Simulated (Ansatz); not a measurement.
# GeH2S2: up Jacob's ladder to CCSD(T)

One table from this session's results is given with a row withheld; the runs are named, their logs left out.

Program: Ansatz 0.2.0, Gaussian basis. Level of theory: functionals in def2-TZVPP, the program's frozen cores in correlated methods. These are calculated values, not measurements.

Plan: PBE-D4, r2SCAN-D4, PBE0-D4, B3LYP-D4, ωB97X-V, ωB97M-V, B2PLYP; CCSD(T)/def2-TZVPP; CCSD(T)/def2-QZVPP; extrapolation to the limit.

## The relaxed structure

The geometry comes from an earlier relaxation with PBE0-D4 in a triple-zeta def2 set; it is a stationary point.

SMILES `[SH][Ge][SH]`, 5 atoms, charge 0, spin multiplicity 1.

Atoms are counted from 1 here; the program's logs count them from 0.

Bond lengths: S1–Ge2 2.241 Å, S1–H4 1.345 Å, Ge2–S3 2.237 Å, S3–H5 1.344 Å. Angles: Ge2–S1–H4 99.4°, S1–Ge2–S3 96.8°, Ge2–S3–H5 94.3°.

The first run:

in.yaml reads:

```yaml
crystal:
  periodic: [false, false, false]
  atoms:
    - {symbol: S, position_ang: [-1.250028, 0.309790, -1.566416]}
    - {symbol: Ge, position_ang: [0.577813, -0.764834, -0.839751]}
    - {symbol: S, position_ang: [0.568134, 0.067853, 1.236486]}
    - {symbol: H, position_ang: [-1.565038, 0.988489, -0.449249]}
    - {symbol: H, position_ang: [1.669110, -0.601319, 1.618921]}
basis:
  gaussian: {orbitals: def2-TZVPP}
hamiltonian: {xc: pbe, dispersion: d4}
output: {forces: true, orbitals: {seedname: orbitals}}
```

Started as:

```
ansatz run in.yaml --threads 2 --pin off --events-out ev --progress --plain --max-ram 31744MiB --backend cpu
```

Among the steps run: PBE-D4 (GGA); r2SCAN-D4 (meta-GGA); PBE0-D4 (hybrid); B3LYP-D4 (hybrid); ωB97X-V (range-separated); ωB97M-V (range-separated); B2PLYP (double hybrid); CCSD(T) in def2-TZVPP; CCSD(T) in def2-QZVPP.

One of the session's tables, all rows but one given; the rest of the session is left out.

```
            method  atomisation energy (kcal/mol)
            PBE-D4                          344.1
         r2SCAN-D4                          338.7
           PBE0-D4                          334.4
          B3LYP-D4                          333.7
           ωB97X-V                          337.4
           ωB97M-V                          336.7
            B2PLYP                          327.3
     HF/def2-TZVPP                          218.9
    MP2/def2-TZVPP                          325.6
   CCSD/def2-TZVPP                          313.4
CCSD(T)/def2-TZVPP                              ?
           MP2/CBS                          339.4
       CCSD(T)/CBS                          336.1
```

Estimate the missing values for CCSD(T)/def2-TZVPP.

**Answer.** atomisation energy (kcal/mol): 322.3. In the column «atomisation energy (kcal/mol)» it lies between CCSD/def2-TZVPP (313.4) and MP2/def2-TZVPP (325.6).
